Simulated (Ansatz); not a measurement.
# TaTi3: the cost of one run

Program: Ansatz 0.2.0, driven from Python. Level of theory: DFT LDA, plane waves, norm-conserving potentials. These are calculated values, not measurements.

### 1 The system

The structure is cubic, space group Fm-3m (No. 225). The conventional cell has a = 6.533 Å, b = 6.533 Å, c = 6.533 Å, α = 90.00°, β = 90.00°, γ = 90.00°. Around Ti (site symmetry -43m) lie 4 Ti at 2.83 Å and 4 Ta at 2.83 Å. Ti (site symmetry m-3m) has 8 Ti at 2.83 Å as nearest neighbours. Around Ta (site symmetry m-3m) lie 8 Ti at 2.83 Å.

The script holds or builds the structure itself.

### 2 Script

Input file run_edit.py:

```python
"""Keys set on an Input object, for TaTi3."""

import logging
import sys

import ansatz as az

logging.basicConfig(stream=sys.stdout, format="%(levelname)s %(message)s")
logger = logging.getLogger("tati3")
logger.setLevel(logging.INFO)


def main() -> None:
    system = (
        az.Lattice.fcc(6.533056)
        .space_group(225)
        .atom("Ti", (0.25, 0.75, 0.75))
        .atom("Ti", (0.5, 0.0, 0.0))
        .atom("Ta", (0.0, 0.0, 0.0))
        .primitive()
    )

    setup = (
        system.calculation()
        .pseudopotentials("nc")
        .occupations(az.OccupationsMethod.COLD, width=0.01)
        .functional("lda")
        .kpoints(5, 5, 5, shift=0.5)
        .band_table()
    )
    typed = setup.input()
    rows = []
    for value in [0.0001, 1e-06, 1e-08]:
        edited = typed.set(az.key.scf.convergence.dr2_threshold, value)
        data = az.Session.from_dict(edited).plan().execute().report
        rows.append((value, data["free_energy_ev"], data["n_iterations"], len(data["eigenvalues_ev"][0]) if "eigenvalues_ev" in data else 0))
    logger.info("  threshold eV            F eV      iterations    bands listed")
    for row in rows:
        logger.info(f"{str(row[0]):>14s}  {row[1]:14.5f}  {row[2]:14d}  {row[3]:14d}")
    print(edited.to_yaml())


if __name__ == "__main__":
    main()
```

### 3 Launch

On the command line:

```
python run_edit.py
```

Q: Estimate wall time and peak memory on 1 thread of Arm Neoverse V2, shared host.

About 30 s, with a peak of 0.47 GiB.
